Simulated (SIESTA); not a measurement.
## CuSn3 under changes of volume

One of the cells (24.437 Å³/atom); the others are scaled copies at fixed shape and fractional positions:

```
Sn Cu
1.0
    -2.23990    2.23990    4.87070
     2.23990   -2.23990    4.87070
     2.23990    2.23990   -4.87070
Sn Cu
3 1
Direct
  0.50000 0.50000 0.00000
  0.25000 0.75000 0.50000
  0.75000 0.25000 0.50000
  0.00000 0.00000 0.00000
```

The cell comes from a database or a generator and needn't be the stable form of this composition.

* Program: SIESTA 5.4.2
* Functional: LDA
* Potentials or basis: PseudoDojo 0.4 standard (LDA files)
* Basis: DZP (energy shift 0.003 Ry; two zetas on semicore shells)
* Grid cutoff: 800 Ry
* Energy shift: 0.003 Ry
* k mesh: 8 × 8 × 8
* Occupations: fermi-dirac, width 0.05 eV
* Spin: no spin polarisation

```csv
volume (Å³/atom),energy over the lowest point (meV/atom),pressure (GPa)
22.971,0.00,-2.4
23.460,8.93,-3.5
23.948,21.16,-4.5
24.437,36.30,-5.4
24.926,54.04,-6.2
25.415,74.01,-6.9
25.903,?,?
```

Question: What does the run at 25.903 Å³/atom give?

Answer: Energy over the lowest point 95.87 meV/atom; pressure -7.4 GPa.

Worked out: A Birch-Murnaghan fit of order 3 (a polynomial in V^(-2/3)) to the other rows has no minimum within the range. It gives 95.92 meV/atom at 25.903 Å³/atom, against the run's 95.87, and -dE/dV = -7.5 GPa, against -7.4.

Energies are extrapolated to zero smearing.

Caveats: short orbitals over semicore shells can move pressures by several GPa; the basis of atomic orbitals isn't converged, which shifts pressures, moduli and gaps.
